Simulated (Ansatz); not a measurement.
# C3H8Ga (charge -1), SMILES C=C[CH2][GaH3-]: a rigid torsion scan

With the Python package of Ansatz (0.2.0).

At the Python prompt:
```pycon
>>> import ansatz as az
>>> from ase import Atoms
>>> BASIS = "def2-SVP"
>>> XC = "r2scan0"
>>> NET_CHARGE = -1
>>> FMAX = 0.02
>>> atoms = Atoms(["C", "C", "C", "Ga", "H", "H", "H", "H", "H", "H", "H", "H"], positions=[
...     [-1.6517, 0.8891, 0.1667],
...     [-0.8883, 0.3663, -0.7972],
...     [0.019, -0.7994, -0.537],
...     [1.5719, -0.2693, 0.6191],
...     [-1.6268, 0.4906, 1.1766],
...     [-2.3095, 1.7233, -0.054],
...     [-0.9482, 0.7751, -1.8015],
...     [-0.5453, -1.6243, -0.0526],
...     [0.4278, -1.1697, -1.5003],
...     [2.659, -1.4568, 0.6319],
...     [2.2415, 1.0715, 0.0304],
...     [1.0507, 0.0035, 2.1179],
... ])
>>> first = (
...     az.Crystal.molecule_from_ase(atoms).calculation()
...     .basis(gaussian=BASIS)
...     .functional(XC)
...     .charge(NET_CHARGE)
...     .relax(force_tolerance=FMAX, max_steps=80)
... )
>>> atoms.positions = first.run(threads=1, backend="cpu").report["positions_ang"]
>>> start = atoms.get_dihedral(2, 1, 0, 4)
>>> energies = {}
>>> for turn in range(0, 360, 30):
...     turned = atoms.copy()
...     turned.set_dihedral(2, 1, 0, 4, start + turn, indices=[0, 4, 5])
...     calculation = az.Crystal.molecule_from_ase(turned).calculation()
...     calculation = calculation.basis(gaussian=BASIS).functional(XC)
...     calculation = calculation.charge(NET_CHARGE)
...     energies[round((start + turn) % 360)] = calculation.run(threads=1, backend="cpu").report["free_energy_ev"]
...
>>> floor = min(energies.values())
>>> print("dihedral C2-C1-C0-H4 (deg)   E - E(min) (kcal/mol)")
dihedral C2-C1-C0-H4 (deg)   E - E(min) (kcal/mol)
>>> for angle, e in sorted(energies.items()):
...     print(f"{angle:8d} {23.060548 * (e - floor):14.3f}  " + "#" * int(30 * (e - floor) / max(max(energies.values()) - floor, 1e-9)))
...
      28         10.658  ###
      58         41.585  ##############
      88         86.129  #############################
     118         41.470  ##############
     148         10.792  ###
     178          0.082
     208         10.690  ###
     238         41.587  ##############
     268         86.141  ##############################
     298         41.356  ##############
     328         10.669  ###
     358          0.000
```

Caveats:
- The scan is rigid and the energies are electronic, in a modest basis. With rigid groups the curve can differ much from the relaxed path, the start wasn't checked as a minimum of this torsion, and equivalent turns needn't return to the same energy.
- Anions want diffuse functions, which this basis lacks.
- Timing: 120 s on 1 thread of Intel(R) Xeon(R) 6975P-C (Granite Rapids) (shared host), peak memory 0.38 GiB.
